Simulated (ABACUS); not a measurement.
Wanted: the native input for an ABACUS 3.10.1 run.

```
Task                                          : single point
Functional                                    : PBE
Potentials or basis                           : PseudoDojo NC SR 0.4.1 PBE standard
Cutoff                                        : 1075 eV
Density cutoff                                : 4299 eV
Basis                                         : plane waves
k mesh                                        : 8 × 8 × 8
Occupations                                   : fermi-dirac, width 0.05 eV
Spin                                          : no spin polarisation
Radial cutoff of the potentials (pseudo_rcut) : 7 bohr
SCF threshold on the density                  : 1e-08
Max SCF steps                                 : 100
Eigensolver                                   : dav
Mixing                                        : broyden
Mixing share                                  : 0.7
Symmetry key                                  : 1
Bands                                         : 17
```

The system is HfGe.

```
CELL_PARAMETERS angstrom
3.50084 0.00000 0.00000
0.00000 3.50084 0.00000
0.00000 0.00000 3.50084
ATOMIC_POSITIONS crystal
Hf 0.00000 0.00000 0.00000
Ge 0.50000 0.50000 0.50000
```

The cell was built by a generator and needn't be a form met in nature.

The input as run:

INPUT

```
INPUT_PARAMETERS
suffix              HfGe
calculation         scf
basis_type          pw
pseudo_dir          ./
symmetry            1
dft_functional      pbe
ecutwfc             79
pseudo_rcut         7
nspin               1
nbands              17
ks_solver           dav
smearing_method     fd
smearing_sigma      0.00367493
scf_thr             1e-08
scf_nmax            100
mixing_type         broyden
mixing_beta         0.7
cal_force           1
cal_stress          1
kpar                4
```

STRU

```
ATOMIC_SPECIES
Hf 178.4900 Hf.upf
Ge 72.6300 Ge.upf

LATTICE_CONSTANT
1.8897261246

LATTICE_VECTORS
3.5008378700 0.0000000000 0.0000000000
0.0000000000 3.5008378700 0.0000000000
0.0000000000 0.0000000000 3.5008378700

ATOMIC_POSITIONS
Direct

Hf
0.0
1
0.0000000000 0.0000000000 0.0000000000 1 1 1

Ge
0.0
1
0.5000000000 0.5000000000 0.5000000000 1 1 1
```

KPT

```
K_POINTS
0
Gamma
8 8 8 0 0 0
```

Potentials or basis: PseudoDojo NC SR 0.4.1 PBE standard, plane waves.

The run is started by

```bash
$ OMP_NUM_THREADS=1 mpirun -np 4 abacus > log
```

It gave:

```yaml
Pressure: -11.4 GPa
Band_gap_on_the_k_mesh: none (metal or under the smearing width)
```

It took 6.2 s on 4 MPI ranks on Intel(R) Xeon(R) 6975P-C (Granite Rapids), with other jobs on the host, peak memory 0.36 GiB a rank.
